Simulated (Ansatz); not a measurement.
# FGeH₃O: small, medium and large basis sets

The task here is to estimate one member of a computed series from the others.

Program: Ansatz 0.2.0, Gaussian basis. Level of theory: one geometry, several basis sets. These are calculated values, not measurements.

Levels to be run: PBE0-D4/def2-SVP; ωB97M-V/def2-SVP; PBE0-D4/def2-QZVPP; ωB97M-V/def2-QZVPP; the functionals' def2-TZVPP values are taken from earlier runs.

## The relaxed structure

An earlier PBE0-D4 in a triple-zeta def2 set relaxation fixed the geometry.

SMILES `[OH][GeH2][F]`, 6 atoms, charge 0, spin multiplicity 1.

Atoms are counted from 1 here; the program's logs count them from 0.

Bond lengths: O1–Ge2 1.760 Å, O1–H4 0.960 Å, Ge2–F3 1.738 Å, Ge2–H5 1.534 Å, Ge2–H6 1.526 Å. Angles: Ge2–O1–H4 113.6°, O1–Ge2–F3 107.6°, O1–Ge2–H5 112.1°, O1–Ge2–H6 106.3°, F3–Ge2–H5 105.1°, F3–Ge2–H6 107.8°, H5–Ge2–H6 117.4°.

The first run:

in.yaml

```yaml
crystal:
  periodic: [false, false, false]
  atoms:
    - {symbol: O, position_ang: [-1.334855, -0.126436, -0.294593]}
    - {symbol: Ge, position_ang: [0.317954, 0.186998, 0.224237]}
    - {symbol: F, position_ang: [1.090673, -1.349608, 0.477170]}
    - {symbol: H, position_ang: [-1.394420, -0.538407, -1.159686]}
    - {symbol: H, position_ang: [1.145410, 0.875428, -0.869288]}
    - {symbol: H, position_ang: [0.217337, 0.887927, 1.575961]}
basis:
  gaussian: {orbitals: def2-SVP}
hamiltonian: {xc: pbe0, dispersion: d4}
output: {orbitals: {seedname: orbitals}}
```

Run with:

```console
> ansatz run in.yaml --threads 2 --pin off --events-out ev --progress --plain --max-ram 22528MiB --backend cpu
```

Among the steps run: PBE0-D4 in def2-SVP; ωB97M-V in def2-SVP; PBE0-D4 in def2-QZVPP; ωB97M-V in def2-QZVPP.

One table of the session follows, with a row left open; its other results are not shown here.

It belongs to the step «Functionals by basis». 

```
functional       basis  HOMO (eV)  LUMO (eV)
   PBE0-D4    def2-SVP      -9.10       0.75
   PBE0-D4  def2-TZVPP      -9.29       0.27
   PBE0-D4  def2-QZVPP      -9.34       0.00
   ωB97M-V    def2-SVP          ?          ?
   ωB97M-V  def2-TZVPP     -11.65       1.95
   ωB97M-V  def2-QZVPP     -11.71       1.48
```

Q: Estimate the row for ωB97M-V, def2-SVP from the others.

The run gave: HOMO (eV): -11.44; LUMO (eV): 2.60. In the column «HOMO (eV)» it lies between ωB97M-V, def2-TZVPP (-11.65) and PBE0-D4, def2-QZVPP (-9.34).
